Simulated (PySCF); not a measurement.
# CH6NOPSi: the cost of one run

The runs use PySCF 2.14.0, with density-fitted response routines of our own; the level of theory stands in each step. All values are computed, except where a source is named. Atoms are numbered from 0 throughout.

## Step 1: Starting geometry

11 atoms, charge 0, multiplicity 1; geometry from: GFN2-xTB. The atoms were then displaced at random by about 0.01 Å, so the start is not that level's minimum.

Bonds of the start (Å): C0–N1 1.25, N1–Si2 1.73, Si2–O3 1.63, Si2–P4 2.26, C0–H5 1.08, C0–H6 1.09, Si2–H7 1.45, O3–H8 0.99, P4–H9 1.40, P4–H10 1.38.

## Step 2: Optimising the geometry at PBE0-D3(BJ)/def2-SVP

Job settings and geometry (Å):

```
{"job": {"xc": "PBE0", "basis": "def2-SVP", "d3": "d3bj", "grid": 1, "shake": 0.01, "kind": "geom"}, "charge": 0, "multiplicity": 1}
C     -1.486050    -1.175300     0.649160
N     -0.817050    -0.115990     0.642480
Si     0.127820     0.685910    -0.557860
O      0.272150     2.249790    -0.119450
P      2.269490    -0.020750    -0.418110
H     -1.940370    -1.491180     1.579310
H     -1.722100    -1.756340    -0.237320
H     -0.326140     0.572160    -1.930070
H     -0.521190     2.710140     0.256510
H      2.196980    -0.375550     0.937180
H      1.984570    -1.308710    -0.817500
```

Launch:

```sh
OMP_NUM_THREADS=1 python probes_run.py task.json out
```

One launch serves the whole session: the jobs run in the order shown.

**Question.** How long does this first job take on 1 thread of Intel Xeon Platinum 8259CL at 2.50GHz, shared host, and how much memory does it need?

About 3 min, with a peak of 0.46 GiB.
